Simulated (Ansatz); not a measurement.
# KTiPb: the cost of one run

Computed with Ansatz 0.2.0 (DFT PBE, scalar-relativistic, plane waves, PAW, unless a step's input says otherwise).

## 1. The system as given

The structure is hexagonal, space group P-6m2 (No. 187). The conventional cell has a = 4.260 Å, b = 4.260 Å, c = 4.342 Å, α = 90.00°, β = 90.00°, γ = 120.00°. K (site symmetry -6m2) is surrounded by 3 Ti at 2.46 Å. Ti (site symmetry -6m2) is surrounded by 3 K at 2.46 Å. Around Pb (site symmetry -6m2) lie 6 Ti at 3.28 Å and 6 K at 3.28 Å.

Structure file:

```xyz
3
Lattice="4.2595 0.0000 0.0000 -2.1298 3.6889 0.0000 0.0000 0.0000 4.3423" Properties=species:S:1:pos:R:3 pbc="T T T"
K     0.0000    0.0000    0.0000
Ti    0.0000    2.4592    0.0000
Pb    2.1298    1.2296    2.1711
```

The cell is invented: species swapped into a database cell of YHSe (P-6m2, No. 187), with K on the Y sites, Ti on the H sites and Pb on the Se sites. Lengths come from tabulated atomic sizes and are only a guess.

## 2. Probe: one point on a coarse mesh

Contents of input.yaml:

```yaml
crystal:
  lattice:
    - [4.25953259, 0.0, 0.0]
    - [-2.1297663, 3.68886343, 0.0]
    - [0.0, 0.0, 4.34228297]
  atoms:
    - { symbol: K, position: [0.0, 0.0, 0.0] }
    - { symbol: Ti, position: [0.33333333, 0.66666667, 0.0] }
    - { symbol: Pb, position: [0.66666667, 0.33333333, 0.5] }
basis:
  ecutwfc: 420
kpoints:
  mp_grid: { grid: [6, 6, 4] }
hamiltonian:
  xc: pbe
scf:
  occupations: { method: gaussian, width: 0.1 }
  lower_state_search: "off"
output:
  forces: true
  stress: true
  eigenvalues: true
```

Run with:

```console
ansatz run input.yaml --threads 1 --pin off --max-ram 2048MiB --backend cpu --events-out ev --progress --plain --runs-dir out
```

What time and memory should one allow on 1 thread of Arm Neoverse V1, shared host?

About 3.8 s, with a peak of 0.35 GiB.
